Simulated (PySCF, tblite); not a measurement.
# C5H8ClO2 radical: geometry, infrared bands and EPR parameters

What infrared bands and EPR parameters should C5H8ClO2 radical (`C/C(CO)=C(/Cl)C[O]`) show?

Computed with tblite 0.8.0 and PySCF 2.14.0, with density-fitted response routines of our own, on a single molecule in the gas phase. Atoms are numbered from 0 throughout.

### 1 The molecule as given

16 atoms, charge 0, multiplicity 2; geometry from: force field or distance geometry start.

Bonds of the start (Å): C0–C1 1.52, C1–C2 1.49, C2–O3 1.42, C1–C4 1.35, C4–Cl5 1.76, C4–C6 1.53, C6–O7 1.34, C0–H8 1.10, C0–H9 1.11, C0–H10 1.08, C2–H11 1.10, C2–H12 1.09, O3–H13 0.98, C6–H14 1.10, C6–H15 1.10.

### 2 Geometry optimisation with GFN2-xTB

What the job is given:

```
{"job": {"kind": "relax", "xc": "GFN2-xTB", "basis": "xTB"}, "charge": 0, "multiplicity": 2}
C     -0.206800    -1.457400     0.414100
C     -0.344900    -0.037400    -0.111800
C     -1.756900     0.422400    -0.201300
O     -2.305700     0.601300     1.095300
C      0.736500     0.720100    -0.399800
Cl     0.530400     2.357200    -1.011700
C      2.204800     0.289600    -0.329500
O      2.610800     0.497800     0.925700
H     -0.719500    -2.149300    -0.263900
H     -0.685600    -1.541300     1.406800
H      0.810300    -1.807100     0.517500
H     -2.378400    -0.318800    -0.731500
H     -1.899800     1.370800    -0.728900
H     -1.569200     0.973200     1.625200
H      2.726500     0.822900    -1.136900
H      2.239800    -0.735000    -0.721700
```

Run with:

```console
$ OMP_NUM_THREADS=1 python probes_run.py task.json out
```

One launch serves the whole session: the jobs run in the order shown.

**Question.** This job is followed by: GFN2-xTB harmonic vibrations, gas phase; UKS B3LYP, pcH-1 on C Cl H O, non-relativistic, mean-field spin-orbit, GIAO. What will the session give for the following? strongest single infrared mode (GFN2-xTB); zero-point energy (GFN2-xTB); g(iso) (B3LYP); ⟨S²⟩; largest a(iso) (averaged by class); potential on the surface of density 0.002 e/bohr³, 1st and 99th percentile; property runs in this session.

As calculated:

| quantity | value |
| --- | --- |
| strongest single infrared mode (GFN2-xTB) | 2480 cm⁻¹, 186 km/mol |
| zero-point energy (GFN2-xTB) | 74.1 kcal/mol |
| g(iso) (B3LYP) | 2.01425 |
| ⟨S²⟩ | 0.755 (exact 0.75) |
| largest a(iso) (averaged by class) | 1H on H14, H15, 100.4 MHz |
| potential on the surface of density 0.002 e/bohr³, 1st and 99th percentile | -1.46 V and 1.47 V |
| property runs in this session | 1, of which 0 failed and 1 gave unsound results |

The optimisation took 189 steps and gained 0.537 eV; among the close pairs (by a distance rule), C0–H10 changed most, from 1.080 to 1.125 Å. No mode is imaginary among the 42: a minimum at this level. The strongest single mode, at 2480 cm⁻¹, moves mainly H10. GFN2-xTB is a fitted tight-binding method: band positions and strengths are rough. Its intensities can rank the bands wrongly. Most of the unpaired spin sits on O7 (0.74 e). The isotropic g lies 11.9 ppt above the free-electron value. These values are not to be trusted: the run shows nearly degenerate orbitals, where second-order g theory doesn't apply.
